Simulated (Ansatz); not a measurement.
# Au: the cost of one run

Method: DFT PBEsol, scalar-relativistic, plane waves, PAW, in Ansatz 0.2.0.

This is Au in the bcc structure; at room conditions it is fcc.

1 further run of the same task is left out (set aside as unsound or not needed). Runs told in other sessions of the task aren't counted.

## Step 1: The starting structure

The structure is cubic, space group Im-3m (No. 229). The conventional cell has a = 3.242 Å, b = 3.242 Å, c = 3.242 Å, α = 90.00°, β = 90.00°, γ = 90.00°. Au (site symmetry m-3m) has 8 Au at 2.81 Å in its first shell of neighbours.

Coordinates:

```
CELL_PARAMETERS angstrom
-1.62107 1.62107 1.62107
1.62107 -1.62107 1.62107
1.62107 1.62107 -1.62107
ATOMIC_POSITIONS crystal
Au 0.00000 0.00000 0.00000
```

It goes back to an entry of the Materials Project, which need not be the stable form.

This cell was relaxed beforehand with the same method: volume 17.04 Å³/atom, gap on the mesh none (metal).

## Step 2: The reference: the undisturbed cell on the scan's mesh

The input, input.yaml:

```yaml
crystal:
  lattice:
    - [-1.6210733944, 1.6210733944, 1.6210733944]
    - [1.6210733944, -1.6210733944, 1.6210733944]
    - [1.6210733944, 1.6210733944, -1.6210733944]
  atoms:
    - { symbol: Au, position: [0.0, 0.0, 0.0] }
basis:
  ecutwfc: 420
kpoints:
  mp_grid: { grid: [26, 26, 26] }
hamiltonian:
  xc: pbesol
scf:
  occupations: { method: gaussian, width: 0.15 }
output:
  forces: true
  stress: true
  eigenvalues: true
```

The run is started by

```sh
$ ansatz run input.yaml --threads 2 --pin off --max-ram 5120MiB --backend cpu --events-out ev --progress --plain --runs-dir out
```

What time and memory should one allow on 2 threads of AMD EPYC 9R45 (Zen 5), shared host?

About 1.2 s, with a peak of 0.45 GiB.
